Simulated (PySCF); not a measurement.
# AlBr2F: the cost of one run

Programs: PySCF 2.14.0, with density-fitted response routines of our own. Each step states its level of theory. These are calculated values for one molecule in the gas phase, unless marked as measured. Atoms count from 0, in the outputs and in this text.

## (1) Starting geometry

4 atoms, charge 0, multiplicity 1; geometry from: GFN2-xTB. The atoms were then displaced at random by about 0.01 Å, so the start is not that level's minimum.

Bonds of the start (Å): F0–Al1 1.62, Al1–Br2 2.22, Al1–Br3 2.20.

## (2) Relaxing the molecule at PBE0-D3(BJ)/def2-SVP

The job: settings as JSON, then the geometry in Å.

```
{"job": {"xc": "PBE0", "basis": "def2-SVP", "d3": "d3bj", "grid": 1, "shake": 0.01, "kind": "geom"}, "charge": 0, "multiplicity": 1}
F     -0.025280     1.737720    -0.003680
Al    -0.006380     0.117450    -0.007510
Br     1.974720    -0.889030    -0.009130
Br    -1.905060    -0.991500    -0.012690
```

On the command line:

```
$ OMP_NUM_THREADS=1 python probes_run.py task.json out
```

This one command runs all jobs of the session in turn.

Q: Estimate the wall time and peak memory of this first job on 1 thread of Arm Neoverse V1, shared host.

About 22 s, with a peak of 0.4 GiB.
